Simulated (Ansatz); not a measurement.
**CH6AlFSi (SMILES C[SiH2][AlH][F]) at wB97X/6-31G(d) (spherical functions)**

Aim: the vertical ionisation energy of CH6AlFSi at wB97X/6-31G* (spherical functions), from 2 runs. 

Program for the calculation: Ansatz 0.2.0.

128 further runs of the same task are left out: 128 set aside as unsound or not needed.

## 1. The structure to begin with

The species is CH6AlFSi (10 atoms), meant as a singlet with charge 0. As SMILES, `C[SiH2][AlH][F]`. The shape is that of a PBE0-D4/def2-TZVP optimisation. This is one conformer, not always the lowest.

Bond lengths: C1–Si2 1.882 Å, Si2–Al3 2.453 Å, Al3–F4 1.655 Å, C1–H5 1.092 Å, C1–H6 1.092 Å, C1–H7 1.092 Å, Si2–H8 1.493 Å, Si2–H9 1.493 Å, Al3–H10 1.586 Å. Some angles: C1–Si2–Al3 113.1°, Si2–Al3–F4 117.3°, C1–Si2–H8 109.7°, C1–Si2–H9 109.6°, Al3–Si2–H8 109.0°, Al3–Si2–H9 108.9°, Si2–C1–H5 110.6°, Si2–C1–H6 111.0°, Si2–C1–H7 111.0°, Si2–Al3–H10 127.4°.

## 2. The energy at wB97X/6-31G(d) (spherical functions)

Input file input.yaml:

```yaml
crystal:
  periodic: [false, false, false]
  atoms:
    - {symbol: C, position_ang: [0.209300, 1.522100, -0.549700]}
    - {symbol: Si, position_ang: [-0.487300, 0.185700, 0.578100]}
    - {symbol: Al, position_ang: [0.320500, -2.061900, 0.018500]}
    - {symbol: F, position_ang: [-0.271300, -3.324400, 0.910100]}
    - {symbol: H, position_ang: [-0.171000, 2.504900, -0.262800]}
    - {symbol: H, position_ang: [-0.069900, 1.340800, -1.589900]}
    - {symbol: H, position_ang: [1.299800, 1.551100, -0.495300]}
    - {symbol: H, position_ang: [-1.978700, 0.198000, 0.509600]}
    - {symbol: H, position_ang: [-0.129200, 0.490400, 1.995500]}
    - {symbol: H, position_ang: [1.361100, -2.457900, -1.111000]}
basis:
  gaussian:
    orbitals: 6-31G_st_-spherical.json
hamiltonian:
  xc: {name: wB97X}
accuracy: high
output: {orbitals: {seedname: orbitals}}
```

The basis set 6-31G* is read from a file made from the Basis Set Exchange's data (not shown).

On the command line:

```sh
ansatz run input.yaml --threads 1 --pin off --max-ram 3480MiB --events-out events.jsonl --progress --plain --runs-dir runs
```

Output:

```text
Warning: RAYON_NUM_THREADS=1 ignored (pool sized by the plan → 1); use --threads N
Functional definition: wB97X
  name "wB97X"
  parameter omega = 0.3/bohr
  parameter cx = 0.157706
  parameter cx1 = 0.726479
  parameter cx2 = 1.04760
  parameter cx3 = -5.70635
  parameter cx4 = 13.2794
  parameter css1 = -4.33879
  parameter css2 = 18.2308
  parameter css3 = -31.7430
  parameter css4 = 17.2901
  parameter cos1 = 2.37031
  parameter cos2 = -11.3995
  parameter cos3 = 6.58405
  parameter cos4 = -3.78132
  exchange = spin_sum(e_x_unif_sr(omega)*poly(b97_u_x, 1 - cx, cx1, cx2, cx3, cx4)) + cx*exact_x_sr(omega)
      + exact_x_lr(omega)
  correlation = spin_sum(e_c_pw_same_spin*poly(b97_u_same, 1, css1, css2, css3, css4))
      + integral(e_c_pw_opposite_spin*poly(b97_u_opposite, 1, cos1, cos2, cos3, cos4))
1733 factors; integrals over basis functions are off by at most 7.2e-9 eV
417 factors; integrals over basis functions are off by at most 2.5e-9 eV
mean field evaluation 1: about -18322.4561 eV, gradient 4.2e1 eV
mean field evaluation 2: about -18322.6114 eV, gradient 4.6e1 eV
mean field evaluation 4: about -18325.8342 eV, gradient 1.5e0 eV
mean field evaluation 8: about -18325.9656 eV, gradient 2.3e-2 eV
mean field evaluation 16: about -18325.9656 eV, gradient 4.9e-6 eV
mean field -18325.96559742 eV, -673.4668139197 hartree, gradient 8.8e-8 eV, S^2 0.000000; 0 other end points of the search recorded, 0 dependent functions left out
reference -18325.96559336 eV, -673.4668137705 hartree; 24, 24 occupied and 52, 52 virtual orbitals, 1733 factors
Total energy: -18325.96559336 eV, -673.4668137705 hartree
```

Run time: 28 s. Hardware: 1 thread of Arm Neoverse V1, shared host; peak memory 0.51 GiB.

## 3. The doublet cation at the same level

Input file job.yaml:

```yaml
crystal:
  periodic: [false, false, false]
  atoms:
    - symbol: C
      position_ang: [0.209300, 1.522100, -0.549700]
    - symbol: Si
      position_ang: [-0.487300, 0.185700, 0.578100]
    - symbol: Al
      position_ang: [0.320500, -2.061900, 0.018500]
    - symbol: F
      position_ang: [-0.271300, -3.324400, 0.910100]
    - symbol: H
      position_ang: [-0.171000, 2.504900, -0.262800]
    - symbol: H
      position_ang: [-0.069900, 1.340800, -1.589900]
    - symbol: H
      position_ang: [1.299800, 1.551100, -0.495300]
    - symbol: H
      position_ang: [-1.978700, 0.198000, 0.509600]
    - symbol: H
      position_ang: [-0.129200, 0.490400, 1.995500]
    - symbol: H
      position_ang: [1.361100, -2.457900, -1.111000]
basis:
  gaussian:
    orbitals: 6-31G_st_-spherical.json
output: {orbitals: {seedname: orbitals}}
magnetization:
  spin_polarized: true
  initial_magnetization: 1
accuracy: high
total_charge: 1
hamiltonian:
  xc: {name: wB97X}
```

The basis set 6-31G* is read from a file made from the Basis Set Exchange's data (not shown).

On the command line:

```sh
ansatz run job.yaml --threads 1 --pin off --max-ram 3480MiB --events-out events.jsonl --progress --plain --runs-dir runs
```

Output:

```text
Warning: RAYON_NUM_THREADS=1 ignored (pool sized by the plan → 1); use --threads N
Functional definition: wB97X
  name "wB97X"
  parameter omega = 0.3/bohr
  parameter cx = 0.157706
  parameter cx1 = 0.726479
  parameter cx2 = 1.04760
  parameter cx3 = -5.70635
  parameter cx4 = 13.2794
  parameter css1 = -4.33879
  parameter css2 = 18.2308
  parameter css3 = -31.7430
  parameter css4 = 17.2901
  parameter cos1 = 2.37031
  parameter cos2 = -11.3995
  parameter cos3 = 6.58405
  parameter cos4 = -3.78132
  exchange = spin_sum(e_x_unif_sr(omega)*poly(b97_u_x, 1 - cx, cx1, cx2, cx3, cx4)) + cx*exact_x_sr(omega)
      + exact_x_lr(omega)
  correlation = spin_sum(e_c_pw_same_spin*poly(b97_u_same, 1, css1, css2, css3, css4))
      + integral(e_c_pw_opposite_spin*poly(b97_u_opposite, 1, cos1, cos2, cos3, cos4))
1733 factors; integrals over basis functions are off by at most 7.2e-9 eV
417 factors; integrals over basis functions are off by at most 2.5e-9 eV
mean field evaluation 1: about -18306.9639 eV, gradient 4.9e1 eV
mean field evaluation 2: about -18294.3178 eV, gradient 8.0e1 eV
mean field evaluation 4: about -18316.1090 eV, gradient 2.8e0 eV
mean field evaluation 8: about -18316.3094 eV, gradient 2.8e-1 eV
mean field evaluation 16: about -18316.3132 eV, gradient 2.3e-3 eV
mean field evaluation 32: about -18316.3132 eV, gradient 2.9e-7 eV
mean field -18316.31316772 eV, -673.1120936708 hartree, gradient 5.7e-8 eV, S^2 0.759307; 0 other end points of the search recorded, 0 dependent functions left out
reference -18316.31316362 eV, -673.1120935202 hartree; 24, 23 occupied and 52, 53 virtual orbitals, 1733 factors
Total energy: -18316.31316362 eV, -673.1120935202 hartree
```

It took 74 s on 1 thread of Arm Neoverse V1, shared host; peak memory 0.9 GiB.

## 4. Outcome

At wB97X/6-31G* (spherical functions):

```
                                          quantity          value
                    singlet CH6AlFSi: total energy  -673.46681 Eh
                     singlet CH6AlFSi: HOMO energy       -9.65 eV
                     singlet CH6AlFSi: LUMO energy        0.55 eV
                   singlet CH6AlFSi: HOMO–LUMO gap       10.20 eV
                      doublet cation: total energy  -673.11209 Eh
doublet cation: HOMO energy (highest over α and β)      -16.83 eV
 doublet cation: LUMO energy (lowest over α and β)       -9.61 eV
                              doublet cation: ⟨S²⟩          0.759
vertical ionisation energy (to the doublet cation)       9.652 eV
```

In words: Removing an electron at fixed nuclei costs 9.65 eV (223 kcal/mol). −ε(HOMO) before ionisation, 9.65 eV, is 0.00 eV below this ionisation energy.
